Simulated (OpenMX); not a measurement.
Runs of OpenMX 3.8.5 on NbTe. The structure is cubic, space group Pm-3m (No. 221). Conventional cell: a = 3.332 Å, b = 3.332 Å, c = 3.332 Å, α = 90.00°, β = 90.00°, γ = 90.00°. Around Nb (site symmetry m-3m) lie 8 Te at 2.89 Å. Around Te (site symmetry m-3m) lie 8 Nb at 2.89 Å. The cell was built by a generator and needn't be a form met in nature.

```csv
cell,gap on the mesh (eV),pressure (GPa)
"Pm-3m, 18.49 Å³/atom",none,17.6
"Pm-3m, 19.3 Å³/atom",none,(a)
"Pm-3m, 21.71 Å³/atom",none,-6.4
"Pm-3m, 20.1 Å³/atom",none,(b)
"Pm-3m, 20.91 Å³/atom",none,-2.0
```

Alike in all rows: task single point; level PBE; potentials or basis OpenMX 2013 PBE set, Nb7.0-s3p2d2, Te7.0-s3p2d2f1, grid cutoff 500 Ry; no spin polarisation; k mesh 7 × 7 × 7; smearing fermi-dirac 0.05 eV.

Estimate the missing entries.

(a) 9.6; (b) 3.2.

Caveats: the basis has few d functions beyond the semicore shells, which can make volumes several per cent too large; the basis of atomic orbitals isn't converged, which shifts pressures, moduli and gaps.

A k mesh can miss the band edges, and the runs leave out spin-orbit coupling on Nb, Te.

A gap of «none» marks a metal or a gap under the smearing width.
